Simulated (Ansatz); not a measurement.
# NiO: the cost of one run

Computed with the Python package of Ansatz 0.2.0. Level of theory: DFT r2SCAN, plane waves, PAW.

### Step 1. Starting point

The structure is cubic, space group Fm-3m (No. 225). The conventional cell has a = 4.172 Å, b = 4.172 Å, c = 4.172 Å, α = 90.00°, β = 90.00°, γ = 90.00°. Ni (site symmetry m-3m) has 6 O at 2.09 Å as nearest neighbours. Around O (site symmetry m-3m) lie 6 Ni at 2.09 Å.

No structure file is read: the coordinates are typed or built in the script.

### Step 2. The code

nio.py

```python
# -*- coding: utf-8 -*-
"""Which atoms and shells make the states of NiO."""

import logging
import sys
import warnings

import ansatz as az
import matplotlib.pyplot as plt
import numpy as np

logging.basicConfig(stream=sys.stdout, format="%(levelname)s %(message)s")
logger = logging.getLogger("nio")
logger.setLevel(logging.INFO)

KGRID = (14, 14, 14)
FILLING = "Gaussian"
SMEARING_WIDTH = 0.3
TOLERANCE = 1e-09
EXTRA_BANDS = 10

warnings.simplefilter("ignore", az.DeckWarning)

system = (
    az.Lattice.fcc(4.1718)
    .space_group(225)
    .atom("Ni", [0.0, 0.0, 0.0])
    .atom("O", [0.5, 0.0, 0.0])
    .primitive()
    .moments(Ni=1.5)
)

base = (
    system.calculation()
    .functional(az.Functional.R2SCAN)
    .basis(56 * az.Ry)
    .kpoints(*KGRID, center="monkhorst-pack")
    .occupations(FILLING, width=SMEARING_WIDTH)
    .spin(az.SpinTreatment.COLLINEAR)
    .mixing("broyden")
    .scf(tolerance=TOLERANCE)
    .scf(extra_bands=EXTRA_BANDS)
    .density_of_states(projected=True, method="smearing", broadening_width=0.15, energy_step=0.1)
)
planned = base.session().plan(threads=1)
facts = planned.describe()
print("plan:", facts["n_bands"], "bands,", len(facts["kpoints_frac"]), "k-points, plane waves", facts["n_pw_range"], "grid", facts["fft_dense"])
result = planned.execute()
report = result.report

dos = result.density_of_states()
energy = np.asarray(dos.energies_ev) - dos.fermi_ev
curves = {}
for site in result.projected_density_of_states().sites:
    for shell in site.shells:
        weight = sum(np.sum(curve.g_bin_mean_per_ev, axis=0) for curve in shell.curves)
        name = f"{site.species} {shell.label}"
        curves[name] = curves.get(name, 0) + weight

window = (energy > -8) & (energy < 6)
fig, ax = plt.subplots(figsize=(5.5, 3.5))
for name, g in curves.items():
    if g[window].max() > 0.05:
        ax.plot(energy[window], g[window], label=name, lw=1)
        logger.info(f"{name:8s} peak {g[window].max():7.3f} states/eV at {energy[window][g[window].argmax()]:6.2f} eV")
ax.set(xlabel="E - E_F (eV)", ylabel="states/eV")
ax.legend(fontsize=7)
fig.tight_layout()
fig.savefig("pdos.png", dpi=100)
```

### Step 3. The calls as engine input

The engine receives this input:

```yaml
crystal:
  lattice:
    bravais: fcc
    a: 4.1718
  space_group: 225
  atoms:
    - { symbol: Ni, position: [0.0, 0.0, 0.0] }
    - { symbol: O, position: [0.5, 0.0, 0.0] }
  reduce_to_primitive: true
basis:
  ecutwfc: 761.918814887664
kpoints:
  mp_grid:
    grid: [14, 14, 14]
    shift: [0.5, 0.5, 0.5]
hamiltonian:
  xc: r2scan
magnetization:
  spin_polarized: true
  per_species:
    Ni: 1.5
scf:
  n_extra_bands: 10
  convergence:
    dr2_threshold: 1.0e-09
  mixing:
    algorithm: broyden
  occupations:
    method: gaussian
    width: 0.3
output:
  dos:
    de: 0.1
    method:
      smearing:
        sigma: 0.15
    projected: true
```

### Step 4. The run

On the command line:

```console
> python nio.py
```

What time and memory should one allow on 1 thread of Arm Neoverse V1, shared host?

About 84 s, with a peak of 0.8 GiB.
